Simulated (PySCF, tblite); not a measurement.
# CH9ClSi3, a small molecule taken as a stand-in for a surface group: NMR shifts, core binding energies and electronic excitations

Aim: the NMR shifts, core binding energies and electronic excitations of `C[Si]([SiH3])([SiH3])Cl`.

Computed with tblite 0.8.0 and PySCF 2.14.0; each step states its level. No surroundings beyond the atoms listed, unless a continuum is named. Atoms count from 0, parts from 1.

## (1) The system as given

14 atoms, charge 0, multiplicity 1; geometry: distance geometry start.

## (2) Relaxing the cluster with GFN2-xTB

Job settings and geometry (Å):

```
{"job": {"kind": "relax", "xc": "GFN2-xTB", "basis": "xTB"}, "charge": 0, "multiplicity": 1}
Si    -0.702324     1.013788    -0.018332
Si    -0.100289    -0.478517     1.483100
Si    -2.562709     0.338087    -1.039843
Cl    -1.058611     2.882677     0.916434
C      0.623181     1.204013    -1.270701
H      1.278562    -0.363520     1.756403
H     -0.794972    -0.257928     2.693469
H     -0.379320    -1.779612     1.008860
H     -3.017755     1.339532    -1.919982
H     -3.554414     0.067306    -0.073028
H     -2.311656    -0.851030    -1.765239
H      0.416342     0.641225    -2.110952
H      0.714341     2.201540    -1.564072
H      1.521901     0.874549    -0.873184
```

Level: GFN2-xTB geometry optimisation, gas phase.

Command:

```bash
OMP_NUM_THREADS=1 python cluster_run.py task.json out
```

One launch serves the whole session: the jobs run in the order shown.

**Question.** The jobs that follow are: PBE0-D3(BJ)/def2-SVP geometry optimisation, gas phase; GIAO PBE0/pcSseg-1 NMR shielding, non-relativistic, gas phase; delta-SCF UKS SCAN, pcX-2 on the ionised atom, pcseg-1 elsewhere, spin-free X2C; TDDFT CAM-B3LYP/def2-SVPD, vertical, gas phase, core orbitals frozen in the response. Predict: point group; rotational constants (main isotopes); ¹³C shifts against TMS (PBE0/pcSseg-1); ¹H shifts against TMS (PBE0/pcSseg-1, means over atoms taken as alike); ²⁹Si shifts against TMS (PBE0/pcSseg-1, means over atoms taken as alike); ³⁵Cl shifts against HCl (PBE0/pcSseg-1); Si2p binding energies, SCAN/pcX-2; Cl2p binding energies, SCAN/pcX-2; C1s binding energies, SCAN/pcX-2; lowest singlet (CAM-B3LYP/def2-SVPD); brightest single state of those computed; lowest triplet; vertical ionisation energy (ΔSCF).

**Answer**, as computed:

```
                                                                quantity                             value
                                                             point group                                Cs
                                    rotational constants (main isotopes)              1.59, 1.42, 1.11 GHz
                                  ¹³C shifts against TMS (PBE0/pcSseg-1)                           3.8 ppm
  ¹H shifts against TMS (PBE0/pcSseg-1, means over atoms taken as alike)  3.73, 3.66, 3.51, 1.02, 0.25 ppm
²⁹Si shifts against TMS (PBE0/pcSseg-1, means over atoms taken as alike)                   19.3, -99.0 ppm
                                 ³⁵Cl shifts against HCl (PBE0/pcSseg-1)                           -40 ppm
                                       Si2p binding energies, SCAN/pcX-2         Si0 107.17, Si1 106.74 eV
                                       Cl2p binding energies, SCAN/pcX-2                     Cl3 206.00 eV
                                        C1s binding energies, SCAN/pcX-2                      C4 290.45 eV
                                    lowest singlet (CAM-B3LYP/def2-SVPD)       5.93 eV (209 nm), f = 0.002
                                brightest single state of those computed       state 5, 7.37 eV, f = 0.465
                                                          lowest triplet                           5.30 eV
                                       vertical ionisation energy (ΔSCF)                           9.50 eV
```

What this shows: Relaxing lowered the energy by 0.215 eV in 10 steps; the close pair that moved most is Si2–H8, from 1.449 to 1.496 Å (PBE0/def2-SVP). At PBE0/pcSseg-1: Shielding is most anisotropic at Cl3 (span 129 ppm, paramagnetic term -166 ppm). The Si2p levels kept as sound span 0.42 eV, from Si1 (silicon bonded to Si, 3 H) up to Si0 (silicon bonded to C, Cl, 2 Si). The lowest singlet, at 5.93 eV, is HOMO→LUMO 0.92 and is weak; of the 6 states computed, the strongest absorption comes from state 5 at 7.37 eV. The lowest triplet lies 0.63 eV below the lowest singlet (triplets in Tamm-Dancoff, singlets in full TDDFT). ΔSCF puts the ionisation energy at 9.50 eV, 0.63 eV above −ε(HOMO). A capped cluster stands for the solid here, so long-range fields and strain are missing, and bands or shifts of the capping hydrogens have no counterpart in it.
